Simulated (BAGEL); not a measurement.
**CH7BGe (SMILES C[BH][GeH3]): a chain of runs**

We compute the energy (HF/def2-SV(P)), then the energy (NEVPT2(2,2)/def2-SV(P)) of CH7BGe. 

The results are computed with BAGEL 1.2.2.

## (1) Starting point

CH7BGe has 10 atoms, charge 0, and is taken as a singlet. SMILES: `C[BH][GeH3]`. One bond was lengthened or shortened from a relaxed shape.

Bond lengths: C1–B2 1.548 Å, B2–Ge3 2.066 Å, C1–H4 1.093 Å, C1–H5 1.106 Å, C1–H6 1.091 Å, B2–H7 1.200 Å, Ge3–H8 1.312 Å, Ge3–H9 1.542 Å, Ge3–H10 1.542 Å. Some angles: C1–B2–Ge3 123.5°, C1–B2–H7 119.3°, Ge3–B2–H7 117.1°, B2–C1–H4 114.7°, B2–C1–H5 102.9°, B2–C1–H6 116.2°, B2–Ge3–H8 109.4°, B2–Ge3–H9 113.8°, B2–Ge3–H10 112.1°, H4–C1–H5 105.3°.

## (2) A single-point energy at HF/def2-SV(P) (density fitting with svp-jkfit) (run 1)

Input file calc.json:

```json
{ "bagel": [

{
  "title": "molecule",
  "basis": "def2-sv_p_.json",
  "df_basis": "svp-jkfit",
  "geometry": [
    { "atom": "C", "xyz": [    -2.34370259,     1.17084596,    -1.04822352 ] },
    { "atom": "B", "xyz": [    -0.08094453,    -0.66407811,    -1.31278518 ] },
    { "atom": "Ge", "xyz": [     2.04537531,    -1.91432091,     1.71323326 ] },
    { "atom": "H", "xyz": [    -3.78235109,     0.98281821,    -2.51710764 ] },
    { "atom": "H", "xyz": [    -1.46686967,     3.04035202,    -1.36928799 ] },
    { "atom": "H", "xyz": [    -3.22393702,     1.26665508,     0.81410157 ] },
    { "atom": "H", "xyz": [     0.56137338,    -1.34192287,    -3.37882275 ] },
    { "atom": "H", "xyz": [     1.73552447,    -4.36035406,     1.98099990 ] },
    { "atom": "H", "xyz": [     1.32331095,    -0.67522749,     4.25000161 ] },
    { "atom": "H", "xyz": [     4.89734997,    -1.48667589,     1.29843838 ] }
  ]
},

{
  "title": "hf"
},

{
  "title": "print",
  "file": "orbitals.molden",
  "orbitals": true
}

]}
```

The basis set def2-SV(P) is read from a file made from the Basis Set Exchange's data (not shown).

Started as:

```bash
$ BAGEL_NUM_THREADS=1 BAGEL calc.json > calc.out
```

Standard output:

```text
* using 1 threads per process

  ===============================================================
  ===============================================================

  *** Geometry ***

  { "atom" : "C", "xyz" : [     -2.343703,      1.170846,     -1.048224 ] },
  { "atom" : "B", "xyz" : [     -0.080945,     -0.664078,     -1.312785 ] },
  { "atom" : "Ge", "xyz" : [      2.045375,     -1.914321,      1.713233 ] },
  { "atom" : "H", "xyz" : [     -3.782351,      0.982818,     -2.517108 ] },
  { "atom" : "H", "xyz" : [     -1.466870,      3.040352,     -1.369288 ] },
  { "atom" : "H", "xyz" : [     -3.223937,      1.266655,      0.814102 ] },
  { "atom" : "H", "xyz" : [      0.561373,     -1.341923,     -3.378823 ] },
  { "atom" : "H", "xyz" : [      1.735524,     -4.360354,      1.981000 ] },
  { "atom" : "H", "xyz" : [      1.323311,     -0.675227,      4.250002 ] },
  { "atom" : "H", "xyz" : [      4.897350,     -1.486676,      1.298438 ] },

  Number of auxiliary basis functions:      542

  Since a DF basis is specified, we compute 2- and 3-index integrals:
    o Being stored without compression. Storage requirement is 0.024 GB

  Number of basis functions:       74
  Number of electrons      :       50

    * METHOD: MOLECULE                             0.29

  *** RHF ***

  === Nuclear Repulsion ===
   162.5658800374

      * DIIS with orbital gradients will be used.

  === RHF iteration (def2-sv_p_.json) ===
      0      -2141.49857955          0.01399122           0.09
      1      -2141.59678037          0.00558577           0.07
      2      -2141.61138460          0.00138844           0.07
      3      -2141.61270606          0.00020617           0.07
      4      -2141.61272912          0.00007847           0.07
      5      -2141.61273305          0.00001759           0.07
      6      -2141.61273324          0.00000616           0.07
      7      -2141.61273328          0.00000199           0.07
      8      -2141.61273328          0.00000071           0.07
      9      -2141.61273328          0.00000025           0.07
     10      -2141.61273328          0.00000009           0.07
     11      -2141.61273328          0.00000003           0.07
     12      -2141.61273328          0.00000001           0.07
    * SCF iteration converged.

    * Permanent dipole moment:
           (    0.349084,    -0.140158,     0.250517) a.u.

    * METHOD: HF                                   1.20

    * METHOD: PRINT                                0.01

  ===============================================================
```

Wall time 1.8 s (1 thread of Intel Xeon Platinum 8488C (Sapphire Rapids), shared host); peak memory 0.15 GiB.

## (3) A single-point energy at NEVPT2(2,2)/def2-SV(P) (density fitting with svp-jkfit) (run 2)

Input file input.json:

```json
{ "bagel" : [

{
  "title" : "molecule",
  "basis" : "def2-sv_p_.json",
  "df_basis" : "svp-jkfit",
  "geometry" : [
    { "atom" : "C", "xyz" : [ -2.34370259,  1.17084596, -1.04822352 ] },
    { "atom" : "B", "xyz" : [ -0.08094453, -0.66407811, -1.31278518 ] },
    { "atom" : "Ge", "xyz" : [  2.04537531, -1.91432091,  1.71323326 ] },
    { "atom" : "H", "xyz" : [ -3.78235109,  0.98281821, -2.51710764 ] },
    { "atom" : "H", "xyz" : [ -1.46686967,  3.04035202, -1.36928799 ] },
    { "atom" : "H", "xyz" : [ -3.22393702,  1.26665508,  0.81410157 ] },
    { "atom" : "H", "xyz" : [  0.56137338, -1.34192287, -3.37882275 ] },
    { "atom" : "H", "xyz" : [  1.73552447, -4.36035406,  1.98099990 ] },
    { "atom" : "H", "xyz" : [  1.32331095, -0.67522749,  4.25000161 ] },
    { "atom" : "H", "xyz" : [  4.89734997, -1.48667589,  1.29843838 ] }
  ]
},
{
  "title" : "hf"
},
{
  "title" : "nevpt2",
  "nstate" : 1,
  "nact" : 2,
  "nclosed" : 24,
  "active" : [23, 30],
  "maxiter" : 200,
  "natocc" : "true",
  "ncore" : 11
},
{
  "title" : "print",
  "file" : "orbitals.molden",
  "orbitals" : "true"
}

]}
```

The basis set def2-SV(P) is read from a file made from the Basis Set Exchange's data (not shown).

Started as:

```bash
$ BAGEL_NUM_THREADS=1 BAGEL input.json > input.out
```

Standard output:

```text
* using 1 threads per process

  ===============================================================
  ===============================================================

  *** Geometry ***

  { "atom" : "C", "xyz" : [     -2.343703,      1.170846,     -1.048224 ] },
  { "atom" : "B", "xyz" : [     -0.080945,     -0.664078,     -1.312785 ] },
  { "atom" : "Ge", "xyz" : [      2.045375,     -1.914321,      1.713233 ] },
  { "atom" : "H", "xyz" : [     -3.782351,      0.982818,     -2.517108 ] },
  { "atom" : "H", "xyz" : [     -1.466870,      3.040352,     -1.369288 ] },
  { "atom" : "H", "xyz" : [     -3.223937,      1.266655,      0.814102 ] },
  { "atom" : "H", "xyz" : [      0.561373,     -1.341923,     -3.378823 ] },
  { "atom" : "H", "xyz" : [      1.735524,     -4.360354,      1.981000 ] },
  { "atom" : "H", "xyz" : [      1.323311,     -0.675227,      4.250002 ] },
  { "atom" : "H", "xyz" : [      4.897350,     -1.486676,      1.298438 ] },

  Number of auxiliary basis functions:      542

  Since a DF basis is specified, we compute 2- and 3-index integrals:
    o Being stored without compression. Storage requirement is 0.024 GB

  Number of basis functions:       74
  Number of electrons      :       50

    * METHOD: MOLECULE                             0.39

  *** RHF ***

  === Nuclear Repulsion ===
   162.5658800374

      * DIIS with orbital gradients will be used.

  === RHF iteration (def2-sv_p_.json) ===
      0      -2141.49857955          0.01399122           0.09
      1      -2141.59678037          0.00558577           0.09
      2      -2141.61138460          0.00138844           0.09
      3      -2141.61270606          0.00020617           0.09
      4      -2141.61272912          0.00007847           0.08
      5      -2141.61273305          0.00001759           0.07
      6      -2141.61273324          0.00000616           0.07
      7      -2141.61273328          0.00000199           0.07
      8      -2141.61273328          0.00000071           0.07
      9      -2141.61273328          0.00000025           0.07
     10      -2141.61273328          0.00000009           0.07
     11      -2141.61273328          0.00000003           0.07
     12      -2141.61273328          0.00000001           0.07
    * SCF iteration converged.

    * Permanent dipole moment:
           (    0.349084,    -0.140158,     0.250517) a.u.

    * METHOD: HF                                   1.30

    * freezing 11 orbitals
  ---------------------------
      CASSCF calculation
  ---------------------------

    ==== Active orbitals : =====
         Orbital 23
         Orbital 30
    ============================

    * nstate   :      1
    * nclosed  :     24
    * nact     :      2
    * nvirt    :     48
  === CASSCF iteration (def2-sv_p_.json) ===

    * Using the second-order algorithm

      0  0     -2141.61304113     8.81e-05      0.02

      1  0     -2141.61499853     3.55e-04      0.31

      2  0     -2141.61963532     4.49e-04      0.35

      3  0     -2141.62121405     8.58e-04      0.36

      4  0     -2141.62406394     1.91e-04      0.35

      5  0     -2141.62417555     5.58e-05      0.38

      6  0     -2141.62417849     1.84e-05      0.33

      7  0     -2141.62417863     5.15e-06      0.35

      8  0     -2141.62417864     1.35e-06      0.38

      9  0     -2141.62417864     3.46e-07      0.37

     10  0     -2141.62417864     8.77e-08      0.35

     11  0     -2141.62417864     2.22e-08      0.36

     12  0     -2141.62417864     5.60e-09      0.36

    * Second-order optimization converged. *

     guess   0:   closed 1.                   open ..

  === FCI iteration ===

      0  0     -2141.61263959     6.92e-02      0.00
      1  0     -2141.62417196     1.26e-03      0.00
      2  0 *   -2141.62417864     7.58e-16      0.00

     * ci vector, state   0, <S^2> = 0.0000
       2.     0.9965414188
       .2    -0.0830975368

  === DF-NEVPT2 calculation ===

    * 3-index integral transformation done
    * assembly done

      NEVPT2 correlation energy:   -0.4014212688      0.12

          (+0)     -0.3717251235
          (+0)'    -0.0041306073
          (+1)     -0.0056160923
          (+1)'    -0.0000000000
          (+2)     -0.0002041315
          (-1)     -0.0157262259
          (-1)'     0.0000000000
          (-2)     -0.0040190883

      NEVPT2 total energy:       -2142.0255999072

    * METHOD: NEVPT2                               4.69

    * METHOD: PRINT                                0.01

  ===============================================================
```

It took 6.9 s on 1 thread of Intel Xeon Platinum 8488C (Sapphire Rapids), shared host; peak memory 0.15 GiB.

## (4) Summary of results

| quantity | value |
| --- | --- |
| run 1, HF/def2-SV(P): total energy | -2141.61273 Eh |
| run 1, HF/def2-SV(P): dipole moment | 1.15 D |
| run 1, HF/def2-SV(P): HOMO energy | -10.69 eV |
| run 1, HF/def2-SV(P): LUMO energy | 1.98 eV |
| run 1, HF/def2-SV(P): HOMO–LUMO gap | 12.67 eV |
| run 2, NEVPT2(2,2)/def2-SV(P): total energy | -2142.02560 Eh |
